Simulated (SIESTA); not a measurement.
A run of SIESTA 5.4.2 is set up as follows.

File Pt3W.fdf:

```
SystemName                      Pt3W
SystemLabel                     Pt3W
NumberOfSpecies                 2
NumberOfAtoms                   4
%block ChemicalSpeciesLabel
  1  78 Pt
  2  74 W
%endblock ChemicalSpeciesLabel

LatticeConstant                 1.0 Ang
%block LatticeVectors
    -1.9479036700     1.9479036700     4.0183409700
     1.9479036700    -1.9479036700     4.0183409700
     1.9479036700     1.9479036700    -4.0183409700
%endblock LatticeVectors
AtomicCoordinatesFormat         Fractional
%block AtomicCoordinatesAndAtomicSpecies
     0.5006220000     0.4931090000    -0.0055740000  1  Pt
     0.2476650000     0.7704480000     0.5191090000  1  Pt
     0.7386610000     0.2379710000     0.4790990000  1  Pt
     0.0043570000     0.0000950000    -0.0011850000  2  W
%endblock AtomicCoordinatesAndAtomicSpecies

%block kgrid.MonkhorstPack
   10   0   0  0.0
    0  10   0  0.0
    0   0  10  0.0
%endblock kgrid.MonkhorstPack
XC.Functional                   GGA
XC.Authors                      PBEsol
PAO.BasisSize                   DZP
PAO.EnergyShift                 0.003 Ry
Mesh.Cutoff                     800 Ry
OccupationFunction              FD
ElectronicTemperature           0.05 eV
MaxSCFIterations                120
SCF.MustConverge                false
SCF.Mixer.Method                Pulay
SCF.Mixer.Weight                0.25
SCF.Mixer.History               8
SCF.DM.Tolerance                5.0e-05
SCF.H.Tolerance                 1.0e-03 eV
WriteForces                     true
Charge.Mulliken                 end
%block PAO.Basis
  Pt 5
  n=5 0 2
    2.732 0.000
  n=6 0 2
    7.268 0.000
  n=5 1 2
    3.260 0.000
  n=6 1 1
    7.268
  n=5 2 2
    5.669 0.000
  W 5
  n=5 0 2
    3.045 0.000
  n=6 0 2
    7.595 0.000
  n=5 1 2
    3.655 0.000
  n=6 1 1
    7.595
  n=5 2 2
    6.615 0.000
%endblock PAO.Basis
```

Potentials or basis: PseudoDojo 0.4 standard (PBEsol files), DZP (energy shift 0.003 Ry; two zetas on semicore shells).

Launch:

```bash
$ siesta Pt3W.fdf > Pt3W.out 2>&1
```

(1) What does it give for the band gap on the k mesh?

(2) Estimate the largest force.

(3) What does it give for the pressure?

Answers

(1) none (metal or under the smearing width).

(2) 1.896 eV/Å.

(3) -0.6 GPa.

Caveat: short orbitals over semicore shells can move pressures by several GPa; the basis of atomic orbitals isn't converged, which shifts pressures, moduli and gaps.
